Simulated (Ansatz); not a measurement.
# Ta7F: the cost of one run

Computed with Ansatz 0.2.0 (DFT PBE, scalar-relativistic, plane waves, PAW, unless a step's input says otherwise).

2 further runs of the same task are left out: 1 that didn't finish, 1 set aside as unsound or not needed.

## Step 1: The structure to begin with

The structure is cubic, space group Fm-3m (No. 225). The conventional cell has a = 8.069 Å, b = 8.069 Å, c = 8.069 Å, α = 90.00°, β = 90.00°, γ = 90.00°. Ta (site symmetry m-3m) has 12 Ta at 2.85 Å as nearest neighbours. Ta (site symmetry mmm) is surrounded by 10 Ta at 2.85 Å and 2 F at 2.85 Å. F (site symmetry m-3m) has 12 Ta at 2.85 Å as nearest neighbours.

Structure file:

```cif
data_structure
_symmetry_space_group_name_H-M 'P 1'
_symmetry_Int_Tables_number 1
_cell_length_a 5.7054
_cell_length_b 5.7054
_cell_length_c 5.7054
_cell_angle_alpha 60.000
_cell_angle_beta 60.000
_cell_angle_gamma 60.000
_cell_volume 131.33
loop_
_atom_site_label
_atom_site_type_symbol
_atom_site_fract_x
_atom_site_fract_y
_atom_site_fract_z
_atom_site_occupancy
Ta1 Ta 0.50000 0.50000 0.50000 1
Ta2 Ta 0.00000 0.00000 0.50000 1
Ta3 Ta 0.50000 0.00000 0.50000 1
Ta4 Ta 0.00000 0.50000 0.50000 1
Ta5 Ta 0.50000 0.50000 0.00000 1
Ta6 Ta 0.00000 0.50000 0.00000 1
Ta7 Ta 0.50000 0.00000 0.00000 1
F1 F 0.00000 0.00000 0.00000 1
```

A structure generator made this guess: species swapped into a database cell of LiPd7 (Fm-3m, No. 225), with F on the Li sites and Ta on the Pd sites. Lengths come from tabulated atomic sizes and are only a guess.

## Step 2: The guess as it stands, on a coarse mesh

Contents of input.yaml:

```yaml
crystal:
  lattice:
    - [0.0, 4.03434293, 4.03434293]
    - [4.03434293, 0.0, 4.03434293]
    - [4.03434293, 4.03434293, 0.0]
  atoms:
    - { symbol: Ta, position: [0.5, 0.5, 0.5] }
    - { symbol: Ta, position: [0.0, 0.0, 0.5] }
    - { symbol: Ta, position: [0.5, 0.0, 0.5] }
    - { symbol: Ta, position: [0.0, 0.5, 0.5] }
    - { symbol: Ta, position: [0.5, 0.5, 0.0] }
    - { symbol: Ta, position: [0.0, 0.5, 0.0] }
    - { symbol: Ta, position: [0.5, 0.0, 0.0] }
    - { symbol: F, position: [0.0, 0.0, 0.0] }
basis:
  ecutwfc: 420
kpoints:
  mp_grid: { grid: [4, 4, 4] }
hamiltonian:
  xc: pbe
scf:
  occupations: { method: gaussian, width: 0.1 }
  lower_state_search: "off"
output:
  forces: true
  stress: true
  eigenvalues: true
```

Launch:

```bash
ansatz run input.yaml --threads 1 --pin off --max-ram 2048MiB --backend cpu --events-out ev --progress --plain --runs-dir out
```

**Question.** How long does this run take on 1 thread of Intel Xeon Platinum 8488C (Sapphire Rapids), shared host, and how much memory does it need?

About 3.2 s, with a peak of 0.45 GiB.
